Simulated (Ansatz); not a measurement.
**CClFInN: one species, many methods**

An exercise on one series of results from a longer session: the logs are not shown, and one member is left open.

Computed with Ansatz 0.2.0, Gaussian basis. Level: functionals in def2-TZVPP, the program's frozen cores in correlated methods.

Levels to be run: LDA (SPW92), PBE-D4, revPBE-D4, BLYP-D4, r2SCAN-D4, B97M-V, PBE0-D4, B3LYP-D4, r2SCANh-D4, r2SCAN0-D4, HSE06-D4, BHLYP-D4, CAM-B3LYP-D4, LC-ωPBE, ωB97X-V, ωB97M-V, B2PLYP, PBE-QIDH; CCSD(T)/def2-SVP; CCSD(T)/def2-TZVPP; MP2/def2-QZVPP; extrapolation to the limit; RPA on PBE.

### The geometry

All runs share one geometry, relaxed beforehand with PBE0-D4 in a triple-zeta def2 set. In takes the def2 core potential; no spin-orbit term is included.

5 atoms, charge 0, spin multiplicity 1.

Atoms are counted from 1 here; the program's logs count them from 0.

Bond lengths: N1–C2 1.152 Å, C2–In3 2.082 Å, In3–F4 1.924 Å, In3–Cl5 2.280 Å. Angles: N1–C2–In3 178.9°, C2–In3–F4 118.2°, C2–In3–Cl5 125.8°, F4–In3–Cl5 115.9°.

Set-up of the first run:

in.yaml

```yaml
crystal:
  periodic: [false, false, false]
  atoms:
    - {symbol: N, position_ang: [-1.392608, 1.451352, 1.648783]}
    - {symbol: C, position_ang: [-0.781871, 0.784371, 0.934852]}
    - {symbol: In, position_ang: [0.330374, -0.389556, -0.376358]}
    - {symbol: F, position_ang: [0.434397, -2.280855, -0.039717]}
    - {symbol: Cl, position_ang: [1.459708, 0.360989, -2.209062]}
basis:
  gaussian: {orbitals: def2-TZVPP}
hamiltonian: {xc: lda}
output: {orbitals: {seedname: orbitals}}
```

Among the steps run: LDA; PBE-D4 (GGA); revPBE-D4 (GGA); BLYP-D4 (GGA); r2SCAN-D4 (meta-GGA); B97M-V (meta-GGA); PBE0-D4 (hybrid); B3LYP-D4 (hybrid); r2SCANh-D4 (hybrid); r2SCAN0-D4 (hybrid); HSE06-D4 (hybrid); BHLYP-D4 (hybrid); CAM-B3LYP-D4 (range-separated); LC-ωPBE-D4 (range-separated; the results give it without D4); ωB97X-V (range-separated); ωB97M-V (range-separated); B2PLYP (double hybrid); PBE-QIDH (double hybrid).

One of the session's tables, all rows but one given; the rest of the session is left out.

It belongs to the step «Frontier levels by functional». 

```
  functional  HOMO (eV)  LUMO (eV)  gap (eV)
 LDA (SPW92)      -8.61      -3.99      4.62
      PBE-D4      -8.41      -3.64      4.78
   revPBE-D4      -8.34      -3.50      4.84
     BLYP-D4      -8.27      -3.63      4.64
   r2SCAN-D4      -8.79      -3.41      5.37
      B97M-V      -8.84      -3.46      5.38
     PBE0-D4      -9.89      -2.72      7.17
    B3LYP-D4      -9.61      -3.08      6.53
  r2SCANh-D4          ?          ?         ?
  r2SCAN0-D4     -10.14      -2.58      7.55
    HSE06-D4      -9.48      -3.09      6.39
    BHLYP-D4     -11.21      -1.94      9.28
CAM-B3LYP-D4     -11.31      -1.77      9.53
     LC-ωPBE     -12.73      -0.54     12.19
     ωB97X-V     -12.34      -0.68     11.66
     ωB97M-V     -12.20      -0.90     11.30
```

Q: Estimate the row for r2SCANh-D4 from the others.

Worked estimate for «HOMO (eV)». Against the share of exact exchange, r2SCAN-D4 (0, -8.79), r2SCAN0-D4 (0.25, -10.14) give a slope of -5.40 per unit share; at 0.1 the line stands at -9.33.

As computed: HOMO (eV): -9.33; LUMO (eV): -3.08; gap (eV): 6.25. In «HOMO (eV)» the line misses by 0.00.
